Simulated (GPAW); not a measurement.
Runs of GPAW 26.7.0 on CdInS2. Symmetry: P-3m1, No. 164, trigonal system. Conventional cell: a = 3.869 Å, b = 3.869 Å, c = 6.811 Å, α = 90.00°, β = 90.00°, γ = 120.00°. In (site symmetry -3m) has 6 S at 2.83 Å as nearest neighbours. Cd (site symmetry -3m) has 6 S at 2.79 Å as nearest neighbours. S (site symmetry 3m) has 3 Cd at 2.79 Å and 3 In at 2.83 Å as nearest neighbours. The cell comes from a database or a generator and needn't be the stable form of this composition.

```csv
task,level,potentials or basis,smearing,gap on the mesh (eV),pressure (GPa),largest force (eV/Å)
electron localisation function,PBE+D4,"GPAW PAW data sets (gpaw-data 1.2.1), pw",fermi-dirac 0.02 eV,none,(c),0.06
single point,PBEsol,"PAW data sets generated in the run's folder for this functional, pw",gaussian 0.05 eV,none,-3.9,(a)
single point,PBE,"GPAW PAW data sets (gpaw-data 1.2.1), pw",fermi-dirac 0.05 eV,none,-0.3,(b)
single point,RPBE,"the program's PAW data sets (release 1.2.1) made for this functional, pw",gaussian 0.05 eV,none,1.9,0.02
```

Alike in all rows: no spin polarisation; cell as given; k mesh 8 × 8 × 4; cutoff (eV) 600.

Problem. Fill in the values left out.

Solution. (a) 0.07; (b) 0.05; (c) -2.9.

Caveats: pairwise dispersion overbinds metals, which lowers pressure and volume (some runs).

A k mesh can miss the band edges, and the runs leave out spin-orbit coupling on Cd, In.

A gap of «none» marks a metal or a gap under the smearing width.

Not every run made on this cell is shown here.
